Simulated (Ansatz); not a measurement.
# GaIr2: the cost of one run

Program: Ansatz 0.2.0. Level of theory: DFT PBE, scalar-relativistic, plane waves, PAW. These are calculated values, not measurements.

## 1. The starting structure

The structure is tetragonal, space group P4/mmm (No. 123). Conventional cell: a = 2.792 Å, b = 2.792 Å, c = 5.335 Å, α = 90.00°, β = 90.00°, γ = 90.00°. Around Ga (site symmetry 4/mmm) lie 8 Ir at 2.44 Å and 4 Ga at 2.79 Å. Ir (site symmetry 4mm) has 4 Ga at 2.44 Å and 6 Ir at 2.45 to 2.88 Å as nearest neighbours.

Coordinates:

```xyz
3
Lattice="2.7924 0.0000 0.0000 0.0000 2.7924 0.0000 0.0000 0.0000 5.3350" Properties=species:S:1:pos:R:3 pbc="T T T"
Ga    0.0000    0.0000    0.0000
Ir    1.3962    1.3962    1.4405
Ir    1.3962    1.3962    3.8946
```

The cell is invented: species swapped into a database cell of FeSi2 (P4/mmm, No. 123), with Ga on the Fe sites and Ir on the Si sites. The dimensions are guesses.

## 2. The guess as it stands, on a coarse mesh

The input, input.yaml:

```yaml
crystal:
  lattice:
    - [2.79235393, 0.0, 0.0]
    - [0.0, 2.79235393, 0.0]
    - [0.0, 0.0, 5.33501873]
  atoms:
    - { symbol: Ga, position: [0.0, 0.0, 0.0] }
    - { symbol: Ir, position: [0.5, 0.5, 0.27000001] }
    - { symbol: Ir, position: [0.5, 0.5, 0.72999999] }
basis:
  ecutwfc: 420
kpoints:
  mp_grid: { grid: [6, 6, 4] }
hamiltonian:
  xc: pbe
scf:
  occupations: { method: gaussian, width: 0.1 }
  lower_state_search: "off"
output:
  forces: true
  stress: true
  eigenvalues: true
```

Run with:

```console
ansatz run input.yaml --threads 1 --pin off --max-ram 2560MiB --backend cpu --events-out ev --progress --plain --runs-dir out
```

**Question.** How long does this run take on 1 thread of Arm Neoverse V2, shared host, and how much memory does it need?

About 1.6 s, with a peak of 0.32 GiB.
